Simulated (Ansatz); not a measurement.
# CH6InN: small, medium and large basis sets

An exercise on one series of results from a longer session: the logs are not shown, and one member is left open.

The runs use Ansatz 0.2.0, Gaussian basis; one geometry, several basis sets.

Plan: PBE0-D4/def2-SVP; ωB97M-V/def2-SVP; PBE0-D4/def2-QZVPP; the functionals' def2-TZVPP values are taken from earlier runs.

2 further runs of the same task are left out: 2 that didn't finish.

### Structure used throughout

The geometry comes from an earlier relaxation with PBE0-D4 in a triple-zeta def2 set; it is a stationary point, not always the lowest conformer. In takes the def2 core potential; no spin-orbit term is included.

SMILES `C[NH][InH2]`, 9 atoms, charge 0, spin multiplicity 1.

Atoms are counted from 1 here; the program's logs count them from 0.

Bond lengths: C1–N2 1.443 Å, C1–H4 1.093 Å, C1–H5 1.098 Å, C1–H6 1.098 Å, N2–In3 2.011 Å, N2–H7 1.008 Å, In3–H8 1.711 Å, In3–H9 1.713 Å. Angles: N2–C1–H4 110.1°, N2–C1–H5 112.6°, N2–C1–H6 112.6°, H4–C1–H5 106.9°, H4–C1–H6 106.9°, H5–C1–H6 107.3°, C1–N2–In3 128.0°, C1–N2–H7 112.6°, In3–N2–H7 119.3°, N2–In3–H8 115.1°, N2–In3–H9 113.8°, H8–In3–H9 131.2°.

Coordinates:

```xyz
9
CH6InN
C    -0.26487    1.06589   -0.76260
N     0.23657   -0.25787   -0.48500
In    0.21471   -1.24888    1.26457
H    -0.68850    1.50452    0.14473
H    -1.06083    1.06643   -1.51964
H     0.51967    1.75055   -1.11244
H     0.63725   -0.69936   -1.29781
H     0.90378   -2.81462    1.21978
H    -0.49776   -0.36665    2.54841
```

The first run:

in.yaml

```yaml
crystal:
  periodic: [false, false, false]
  atoms:
    - {symbol: C, position_ang: [-0.264873, 1.065886, -0.762604]}
    - {symbol: N, position_ang: [0.236568, -0.257866, -0.484998]}
    - {symbol: In, position_ang: [0.214707, -1.248877, 1.264573]}
    - {symbol: H, position_ang: [-0.688503, 1.504523, 0.144729]}
    - {symbol: H, position_ang: [-1.060830, 1.066429, -1.519636]}
    - {symbol: H, position_ang: [0.519669, 1.750546, -1.112438]}
    - {symbol: H, position_ang: [0.637250, -0.699360, -1.297807]}
    - {symbol: H, position_ang: [0.903779, -2.814622, 1.219785]}
    - {symbol: H, position_ang: [-0.497756, -0.366649, 2.548406]}
basis:
  gaussian: {orbitals: def2-SVP}
hamiltonian: {xc: pbe0, dispersion: d4}
output: {orbitals: {seedname: orbitals}}
```

Among the steps run: PBE0-D4 in def2-SVP; ωB97M-V in def2-SVP; PBE0-D4 in def2-QZVPP.

One table of the session follows, with a row left open; its other results are not shown here.

It belongs to the step «Functionals by basis». 

```
functional       basis  HOMO (eV)
   PBE0-D4    def2-SVP      -6.21
   PBE0-D4  def2-TZVPP      -6.31
   PBE0-D4  def2-QZVPP          ?
   ωB97M-V    def2-SVP      -8.48
   ωB97M-V  def2-TZVPP      -8.61
```

**Question.** Estimate the row for PBE0-D4, def2-QZVPP.

**Answer.** HOMO (eV): -6.34. In the column «HOMO (eV)» it lies between ωB97M-V, def2-SVP (-8.48) and PBE0-D4, def2-TZVPP (-6.31).
